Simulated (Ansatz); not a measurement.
# HSSeSi− (SMILES S=[SiH][Se-]): one structure at several levels

An exercise on one series of results from a longer session: the logs are not shown, and one member is left open.

Method: single points in def2-TZVPPD; program: Ansatz 0.2.0, Gaussian basis.

Cores are frozen in the correlated methods. Filled d shells of the heavier atoms are correlated.

## The starting structure

4 atoms, charge -1, spin multiplicity 1.

Atoms are counted from 1 here; the program's logs count them from 0.

Bond lengths: S1–Si2 2.004 Å, Si2–Se3 2.167 Å, Si2–H4 1.714 Å. Angles: S1–Si2–Se3 132.7°, S1–Si2–H4 111.3°, Se3–Si2–H4 115.9°.

Geometry (Å):

```
S    -1.6307   -0.1049    1.2205
Si   -0.0723    0.0060   -0.0345
Se    1.9799   -0.6756    0.1074
H    -0.4611    0.9223   -1.4295
```

Set-up of the first run:

run/in.yaml

```yaml
crystal:
  periodic: [false, false, false]
  atoms:
    - {symbol: S, position_ang: [-1.630721, -0.104899, 1.220530]}
    - {symbol: Si, position_ang: [-0.072306, 0.006035, -0.034517]}
    - {symbol: Se, position_ang: [1.979934, -0.675552, 0.107357]}
    - {symbol: H, position_ang: [-0.461087, 0.922303, -1.429496]}
basis:
  gaussian: {orbitals: "def2-TZVPPD.json"}
total_charge: -1
hamiltonian: {xc: pbe, dispersion: d4}
output: {forces: true}
```

The basis file named in the input lies beside it (Basis Set Exchange, JSON).

Started as:

```
ansatz run in.yaml --threads 2 --pin off --events-out ev --progress --plain --max-ram 3481MiB
```

Among the steps run: PBE-D4/def2-TZVPPD; r2SCAN-D4/def2-TZVPPD; PBE0-D4/def2-TZVPPD; wB97M-V/def2-TZVPPD; CCSD(T)/def2-TZVPPD.

One of the session's tables, all rows but one given; the rest of the session is left out.

| method | RMS force component (eV/Å) | angle to CCSD(T) forces (°) |
| --- | --- | --- |
| PBE-D4 | ? | ? |
| r2SCAN-D4 | 0.785 | 3.5 |
| PBE0-D4 | 0.797 | 6.9 |
| wB97M-V | 0.852 | 9.6 |
| CCSD(T) | 0.833 | reference |

Estimate the missing values for PBE-D4.

The run gave: RMS force component (eV/Å): 0.729; angle to CCSD(T) forces (°): 7.6. In the column «RMS force component (eV/Å)» it is the lowest.
